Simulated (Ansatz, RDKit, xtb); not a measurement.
**Which structure has the formula GaSiNHCl2?**

Task: start from the formula GaSiNHCl2 (odd number of electrons), draw up candidate structures, narrow them down in stages, and characterise the one that lies lowest at 298.15 K.

Plan: many cheap relaxations first (GFN2-xTB), then density-functional screening, relaxation at PBE0-D3(BJ)/def2-SVP, vibrations and a final energy. The numbers are computed, not measured.

5 further runs of the same task are left out: 5 set aside as unsound or not needed.

**1. Candidates**

All bonding patterns within simple valence rules are listed by program: one Lewis structure each, at most two rings and one unusual centre or charged pair. O–O, O–halogen and N–halogen bonds and N–N–N chains are not drawn. That gives 27 candidates.

c018 Cl/[Si]=[N]/[GaH][Cl]; c070 Cl[Si](Cl)=[N][GaH]; c089 [N]=[Si@H-](Cl)[Ga+][Cl]; c123 Cl[Si]1(Cl)[NH][Ga]1; c153 Cl[Si][NH][Ga][Cl]; c294 Cl[Si]1[NH][Ga]1[Cl]; c384 Cl/[Si]=[N]\[GaH][Cl]; c389 [N]=[Si+][GaH-]([Cl])[Cl]; c427 [SiH]=[N][Ga]([Cl])[Cl]; c466 [Si]#[N+][GaH-]([Cl])[Cl]; c469 [N]=[Si](Cl)[GaH][Cl]; c471 Cl[Si+]1[N][Ga@@H-]1[Cl]; c494 Cl/[SiH]=[N]\[Ga][Cl]; c526 [N]=[SiH][Ga]([Cl])[Cl]; c530 [NH][Ga]([Cl])[Si]Cl; c593 [Cl][Ga-]1([Cl])[NH+]=[Si]1; c611 N=[Si][Ga]([Cl])[Cl]; c625 Cl[SiH](Cl)[N][Ga]; c644 Cl/[SiH]=[N]/[Ga][Cl]; c645 [N]=[Si-](Cl)(Cl)[GaH+]; c702 [NH][Si](Cl)(Cl)[Ga]; c708 [Cl][Ga-]1([Cl])[N][SiH+]1; c714 [NH-][Ga+][Si](Cl)Cl; c842 N=[Si](Cl)[Ga][Cl]; c875 Cl[Si]1(Cl)[N][GaH]1; c928 Cl[Si@@H]1[N][Ga]1[Cl]; c963 Cl[Si](Cl)[NH][Ga].

Candidates are built by distance geometry, with a force field where one applies, in up to four conformers (letters a to d). 8 starts with atoms placed at random are added, to find patterns that the rules miss.

**Question.** With final energies at CCSD(T)/def2-SVP + MP2/def2-TZVPP - MP2/def2-SVP, which structure will this search put lowest in free energy, and by what margin?

| quantity | value |
| --- | --- |
| lowest structure found | Cl[Si](Cl)[NH][Ga], doublet, C1 |
| next finalist | [Cl][Ga]1[NH][Si][Cl]->1, doublet, 4.5 kcal/mol higher in G |
| share at equilibrium, among the finalists | 100.0 % |
| harmonic wavenumbers, lowest and highest (PBE0-D3(BJ)/def2-SVP) | 55 and 3596 cm⁻¹ |
| rotational constants, same geometry | 0.09268, 0.02864, 0.02375 cm⁻¹ |
| dipole moment (PBE0/def2-TZVPD) | 2.62 D |
| HOMO energy (highest over α and β) (PBE0/def2-TZVPD) | -6.20 eV |
| LUMO energy (lowest over α and β) (PBE0/def2-TZVPD) | -2.85 eV |
| vertical ionisation energy (to the singlet cation) | 8.00 eV |
| vertical electron affinity | 1.34 eV |
| vertical quartet less doublet | +3.45 eV |

The search ends on `Cl[Si](Cl)[NH][Ga]`. Among the finalists first place is clear (4.5 kcal/mol); structures outside the list aren't covered. r2SCAN-D4/def2-SVP, PBE0-D3(BJ)/def2-SVP, HF/def2-SVP and MP2/def2-SVP already put its bonding pattern lowest among the structures in one piece. 18 minima inside the window were never screened. Lowest found is not proven lowest: the search is finite, and each finalist counts with one conformer. Patterns outside the rules of the enumeration were met only by chance.
